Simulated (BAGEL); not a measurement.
# GaBH4O (SMILES O[BH][GaH2]) at RI-MP2/def2-SVPD (density fitting with qzvpp-jkfit)

What is the energy change on altering one bond length of GaBH4O at RI-MP2/def2-SVPD (density fitting with qzvpp-jkfit)? 

The calculation is run with BAGEL 1.2.2.

10 further runs of the same task are left out: 9 that didn't finish, 1 set aside as unsound or not needed.

## Step 1: Starting point

GaBH4O: 7 atoms, total charge 0, spin state singlet. SMILES: `O[BH][GaH2]`. The shape comes from GFN2-xTB, which is rough for such elements, and wasn't checked as a minimum. This is one conformer, not always the lowest.

Bond lengths: O1–B2 1.331 Å, B2–Ga3 2.100 Å, O1–H4 0.963 Å, B2–H5 1.182 Å, Ga3–H6 1.603 Å, Ga3–H7 1.623 Å. Angles: O1–B2–Ga3 94.9°, O1–B2–H5 122.7°, Ga3–B2–H5 142.4°, B2–O1–H4 122.6°, B2–Ga3–H6 113.7°, B2–Ga3–H7 138.3°, H6–Ga3–H7 107.9°.

## Step 2: The energy at RI-MP2/def2-SVPD (density fitting with qzvpp-jkfit)

File calc.json:

```json
{ "bagel": [

{
  "title": "molecule",
  "basis": "def2-svpd.json",
  "df_basis": "qzvpp-jkfit",
  "angstrom": true,
  "geometry": [
    { "atom": "O", "xyz": [   -1.281690,    0.100570,   -0.442530 ] },
    { "atom": "B", "xyz": [   -0.125250,   -0.406640,   -0.862950 ] },
    { "atom": "Ga", "xyz": [    0.958210,    0.184250,    0.836190 ] },
    { "atom": "H", "xyz": [   -2.092440,    0.040040,   -0.958640 ] },
    { "atom": "H", "xyz": [   -0.012120,   -0.966860,   -1.897040 ] },
    { "atom": "H", "xyz": [    0.086270,    0.997300,    1.907020 ] },
    { "atom": "H", "xyz": [    2.467020,    0.051340,    1.417950 ] }
  ]
},
{
  "title": "hf"
},
{
  "title": "mp2",
  "ncore": 11
}

]}
```

The basis set def2-SVPD is read from a file made from the Basis Set Exchange's data (not shown).

Run with:

```sh
$ BAGEL_NUM_THREADS=1 BAGEL calc.json > calc.out
```

The log of the run:

```text
* using 1 threads per process

  ===============================================================
  ===============================================================

  *** Geometry ***

  { "atom" : "O", "xyz" : [     -2.422043,      0.190050,     -0.836261 ] },
  { "atom" : "B", "xyz" : [     -0.236688,     -0.768438,     -1.630739 ] },
  { "atom" : "Ga", "xyz" : [      1.810754,      0.348182,      1.580170 ] },
  { "atom" : "H", "xyz" : [     -3.954139,      0.075665,     -1.811567 ] },
  { "atom" : "H", "xyz" : [     -0.022903,     -1.827101,     -3.584886 ] },
  { "atom" : "H", "xyz" : [      0.163027,      1.884624,      3.603746 ] },
  { "atom" : "H", "xyz" : [      4.661992,      0.097019,      2.679537 ] },

  Number of auxiliary basis functions:      490

  Since a DF basis is specified, we compute 2- and 3-index integrals:
    o Being stored without compression. Storage requirement is 0.050 GB

  Number of basis functions:      113
  Number of electrons      :       48

    * METHOD: MOLECULE                             0.41

  *** RHF ***

  === Nuclear Repulsion ===
   150.9249926793

      * DIIS with orbital gradients will be used.

  === RHF iteration (def2-svpd.json) ===
      0      -2024.58109718          0.01868417           0.12
      1      -2024.70218612          0.01458019           0.11
      2      -2024.79383036          0.00134980           0.11
      3      -2024.79541765          0.00027724           0.16
      4      -2024.79546939          0.00009171           0.11
      5      -2024.79547483          0.00003286           0.11
      6      -2024.79547555          0.00000984           0.11
      7      -2024.79547565          0.00000273           0.11
      8      -2024.79547565          0.00000107           0.11
      9      -2024.79547566          0.00000028           0.12
     10      -2024.79547566          0.00000010           0.11
     11      -2024.79547566          0.00000004           0.11
     12      -2024.79547566          0.00000002           0.12
     13      -2024.79547566          0.00000001           0.12
    * SCF iteration converged.

    * Permanent dipole moment:
           (    0.771831,     0.304293,     0.980006) a.u.

    * METHOD: HF                                   2.01

  *** RHF ***

  === Nuclear Repulsion ===
   150.9249926793

      * DIIS with orbital gradients will be used.

  === RHF iteration (def2-svpd.json) ===
      0      -2024.79547566          0.00000000           0.11
    * SCF iteration converged.

    * Permanent dipole moment:
           (    0.771831,     0.304293,     0.980006) a.u.

  === DF-MP2 calculation ===

    * freezing 11 orbitals
    * 3-index integral transformation done
    * assembly done

      MP2 correlation energy:   -0.5043413139      0.07

      MP2 total energy:       -2025.2998169695

    * METHOD: MP2                                  0.32

  ===============================================================
```

It took 3 s on 1 thread of Intel Xeon Platinum 8259CL at 2.50GHz (Skylake/Cascade Lake), shared host; peak memory 0.16 GiB.

## Step 3: The distorted shape

File mp2.json:

```json
{ "bagel": [

{
  "title": "molecule",
  "basis": "def2-svpd.json",
  "df_basis": "qzvpp-jkfit",
  "angstrom": true,
  "geometry": [
    { "atom": "O", "xyz": [   -1.020081,   -0.143370,   -0.763812 ] },
    { "atom": "B", "xyz": [    0.136359,   -0.650580,   -1.184232 ] },
    { "atom": "Ga", "xyz": [    1.219819,   -0.059690,    0.514908 ] },
    { "atom": "H", "xyz": [   -1.830831,   -0.203900,   -1.279922 ] },
    { "atom": "H", "xyz": [    0.249489,   -1.210800,   -2.218322 ] },
    { "atom": "H", "xyz": [    0.086270,    0.997300,    1.907020 ] },
    { "atom": "H", "xyz": [    2.728629,   -0.192600,    1.096668 ] }
  ]
},
{
  "title": "hf"
},
{
  "title": "mp2",
  "ncore": 11
}

]}
```

The basis set def2-SVPD is read from a file made from the Basis Set Exchange's data (not shown).

Run with:

```sh
$ BAGEL_NUM_THREADS=1 BAGEL mp2.json > mp2.out
```

The log of the run:

```text
* using 1 threads per process

  ===============================================================
  ===============================================================

  *** Geometry ***

  { "atom" : "O", "xyz" : [     -1.927674,     -0.270930,     -1.443395 ] },
  { "atom" : "B", "xyz" : [      0.257681,     -1.229418,     -2.237874 ] },
  { "atom" : "Ga", "xyz" : [      2.305124,     -0.112798,      0.973035 ] },
  { "atom" : "H", "xyz" : [     -3.459769,     -0.385315,     -2.418702 ] },
  { "atom" : "H", "xyz" : [      0.471466,     -2.288080,     -4.192021 ] },
  { "atom" : "H", "xyz" : [      0.163027,      1.884624,      3.603746 ] },
  { "atom" : "H", "xyz" : [      5.156362,     -0.363961,      2.072402 ] },

  Number of auxiliary basis functions:      490

  Since a DF basis is specified, we compute 2- and 3-index integrals:
    o Being stored without compression. Storage requirement is 0.050 GB

  Number of basis functions:      113
  Number of electrons      :       48

    * METHOD: MOLECULE                             0.69

  *** RHF ***

  === Nuclear Repulsion ===
   148.3068347853

      * DIIS with orbital gradients will be used.

  === RHF iteration (def2-svpd.json) ===
      0      -2024.54251929          0.01866328           0.22
      1      -2024.66535261          0.01464015           0.12
      2      -2024.75865854          0.00135538           0.15
      3      -2024.76038428          0.00029057           0.17
      4      -2024.76044448          0.00010283           0.13
      5      -2024.76045158          0.00003256           0.13
      6      -2024.76045234          0.00000961           0.14
      7      -2024.76045243          0.00000271           0.14
      8      -2024.76045244          0.00000110           0.13
      9      -2024.76045244          0.00000034           0.12
     10      -2024.76045244          0.00000010           0.11
     11      -2024.76045244          0.00000005           0.12
     12      -2024.76045244          0.00000001           0.12
     13      -2024.76045244          0.00000001           0.12
    * SCF iteration converged.

    * Permanent dipole moment:
           (    0.491686,     0.600131,     1.386107) a.u.

    * METHOD: HF                                   2.40

  *** RHF ***

  === Nuclear Repulsion ===
   148.3068347853

      * DIIS with orbital gradients will be used.

  === RHF iteration (def2-svpd.json) ===
      0      -2024.76045244          0.00000000           0.11
    * SCF iteration converged.

    * Permanent dipole moment:
           (    0.491686,     0.600131,     1.386107) a.u.

  === DF-MP2 calculation ===

    * freezing 11 orbitals
    * 3-index integral transformation done
    * assembly done

      MP2 correlation energy:   -0.5032200226      0.08

      MP2 total energy:       -2025.2636724636

    * METHOD: MP2                                  0.33

  ===============================================================
```

Wall time 3.9 s (1 thread of Intel Xeon Platinum 8259CL at 2.50GHz (Skylake/Cascade Lake), shared host); peak memory 0.16 GiB.

## Step 4: Outcome

Level: RI-MP2/def2-SVPD (density fitting with qzvpp-jkfit), 11 core orbitals frozen.

| quantity | value |
| --- | --- |
| first shape: total energy | -2025.29982 Eh |
| first shape: correlation energy (11 core orbitals frozen) | -504.3 mEh |
| distorted shape: total energy | -2025.26367 Eh |
| distorted shape: correlation energy (11 core orbitals frozen) | -503.2 mEh |
| energy change with the Ga3–H6 bond stretched from 1.603 to 2.083 Å | 0.984 eV |

In words: With the Ga3–H6 bond stretched from 1.603 to 2.083 Å the energy rises by 0.98 eV (94.9 kJ/mol). The first shape isn't relaxed at this level, so the change isn't measured from a minimum.
